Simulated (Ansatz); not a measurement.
Task: cell relaxations under several functionals of Ni, space group Im-3m, with Ansatz 0.2.0, Python API. Give the script and its output. Level of theory (first run): PBEsol, PAW, the default cutoff (420 eV here), 15×15×15 k-points, Fermi-Dirac smearing of 0.1 eV, collinear spin.

```
CELL_PARAMETERS angstrom
-1.38372 1.38372 1.38372
1.38372 -1.38372 1.38372
1.38372 1.38372 -1.38372
ATOMIC_POSITIONS crystal
Ni 0.00000 0.00000 0.00000
```

The script, `lattice_ni.py`:
```python
"""Relaxed cell of Ni under several functionals."""

from dataclasses import dataclass
import warnings

import ansatz as az
import numpy as np


@dataclass(frozen=True)
class RunConfig:
    smearing: str = "Fermi-Dirac"
    mesh: tuple[int, ...] = (15, 15, 15)
    force_tol: float = 0.02


opts = RunConfig()

def edges_and_angles(cell):
    cell = np.asarray(cell)
    a, b, c = np.linalg.norm(cell, axis=1)
    cosines = cell[1] @ cell[2] / (b * c), cell[0] @ cell[2] / (a * c), cell[0] @ cell[1] / (a * b)
    return (a, b, c, *np.degrees(np.arccos(cosines)))

warnings.simplefilter("ignore", az.DeckWarning)

ni = (
    az.Lattice.bcc(2.767431)
    .space_group(229)
    .atom("Ni", (0.0, 0.0, 0.0))
    .primitive()
    .moments(Ni=2.0)
)

base = ni.calculation()
base = base.occupations(opts.smearing, width=100 * az.meV)
base = base.spin("collinear").kpoints(mesh=opts.mesh)
base = base.relax(cell=True, force_tolerance=opts.force_tol)

levels = [("pbesol", "none"), ("blyp", "d3bj"), ("lda", "none")]
print("level            a       b       c    alpha   beta  gamma  V/atom  steps")
for name, dispersion in levels:
    seen = []
    run = base.functional(name, dispersion=dispersion).session().plan()
    result = run.execute(on_event=lambda e: seen.append(e) if e["event"] == "relax_step" else None)
    cell = result.lattice.cell_ang
    label = name if dispersion == "none" else f"{name}+{dispersion}"
    print("{:13s} {:7.4f} {:7.4f} {:7.4f} {:6.2f} {:6.2f} {:6.2f}".format(label, *edges_and_angles(cell)), f"{abs(np.linalg.det(cell)) / len(result.lattice.sites):7.3f} {len(seen):5d}")
```

```console
$ python lattice_ni.py
level            a       b       c    alpha   beta  gamma  V/atom  steps
pbesol         2.3874  2.3874  2.3874 109.47 109.47 109.47  10.474     4
blyp+d3bj      2.3991  2.3991  2.3991 109.47 109.47 109.47  10.629     4
RunWarning: the starting moments were not kept: the SCF closed with an absolute magnetisation of 8.1e-5 μB, where they sum to 2 μB in size (1 site). That is at most 0.1 of that sum. Measured as dr2_m measures the in/out step, that magnetisation stands 1.7e-8 eV from none, at or under the dr2_threshold of 1.0e-7 eV: it is no larger than a step whose dr2_m would equal this threshold. The system may hold no moment; this SCF shows only that its start led to no more than that. This SCF took its [...]
lda            2.3556  2.3556  2.3556 109.47 109.47 109.47  10.061     6
```
(Warnings from the package without file and line, shortened, repeats left out.)

From smallest to largest: LDA (10.06 Å³ an atom, -5.1 % against the start), PBEsol (10.47 Å³ an atom, -1.2 % against the start) and BLYP+D3BJ (10.63 Å³ an atom, +0.3 % against the start). The spread is 5.6 % in volume.

Reading the output:
- The SCF didn't keep the moments it started from (some shrank, vanished or turned); what is printed is the state reached.
- BLYP and dispersion corrections can be off by several per cent in the lattices of metals, and by several GPa in the pressure at a fixed cell.
- The mesh is modest for a metal, so energies can be off by several to tens of meV an atom and pressures by half a GPa or more; differences at equal mesh fare better.
- Edges and angles are those of the cell as typed, here a primitive one, not of the conventional cell.
- This isn't the structure that Ni takes at ambient conditions.
- The script silences the warnings on its input, which a real study should read.
- The whole script took 62 s on 1 thread of Arm Neoverse V1 (shared host), peak memory 0.4 GiB.
